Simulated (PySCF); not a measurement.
# CH2DyO (Dy(H2CO)3+): the cost of one run

The runs use PySCF 2.14.0; several levels, as the steps say, no spin–orbit coupling.

1 further run of the same task is left out (for a known fault of the program).

**1. Starting geometry**

5 atoms, charge 3, spin multiplicity 1.

Bond lengths: Dy1–O2 2.065 Å, O2–C3 1.269 Å, C3–H4 1.114 Å, C3–H5 1.114 Å. Angles: Dy1–O2–C3 180.0°, O2–C3–H4 119.2°, O2–C3–H5 119.2°, H4–C3–H5 121.6°.

Geometry (Å):

```xyz
5
CH2DyO
Dy    0.0000    0.0000   -0.1815
O     0.0000    0.0000    1.8833
C     0.0000    0.0000    3.1525
H     0.9724    0.0000    3.6955
H    -0.9724    0.0000    3.6955
```

Formal oxidation states: Dy +3. Each metal's 9 4f electrons lie in its core potential, so multiplicities, spins and levels count the valence alone. An earlier session relaxed this geometry at PBE0, Dy lcecp-1-SVP with ECP55, O def2-SVP, C def2-SVP, H def2-SVP (singlet, point group C2v).

At PBE0 on the finer grid: E = -150.057002 Eh, HOMO -25.36 eV, LUMO -19.58 eV, Mulliken charge on Dy1 +2.44 e, largest force component 0.002 eV/Å. 

Levels to run: wB97X; PBE. Hardware: 2 threads of Intel Xeon at 2.50GHz (Skylake/Cascade Lake), shared host.

**2. wB97X**

The input, run.py (the lines that set the calculation):

```python
mol = gto.M(atom='''
Dy     0.00000     0.00000    -0.18155
O      0.00000     0.00000     1.88330
C      0.00000     0.00000     3.15253
H      0.97243     0.00000     3.69554
H     -0.97243     0.00000     3.69554''',
    basis={'Dy': 'lcecp-1-SVP', 'O': 'def2-SVP', 'C': 'def2-SVP', 'H': 'def2-SVP'},
    ecp={'Dy': 'lcecp-1-SVP'},
    charge=3, spin=0)
mf = dft.RKS(mol, xc='WB97X')
mf.grids.atom_grid = (75, 302)  # f atoms: unpruned, at least (60, 302)
mf = mf.density_fit()  # fitting sets: Dy AutoAux, O def2-universal-JKFIT, C def2-universal-JKFIT, H def2-universal-JKFIT
mf.conv_tol = 1e-08; mf.max_cycle = 55
mf.kernel(dm0)  # dm0: the density of the relaxed state
```

Launch:

```
$ OMP_NUM_THREADS=2 python run.py
```

**Question.** How long does this run take on 2 threads of Intel Xeon at 2.50GHz (Skylake/Cascade Lake), shared host?

About 24 s.
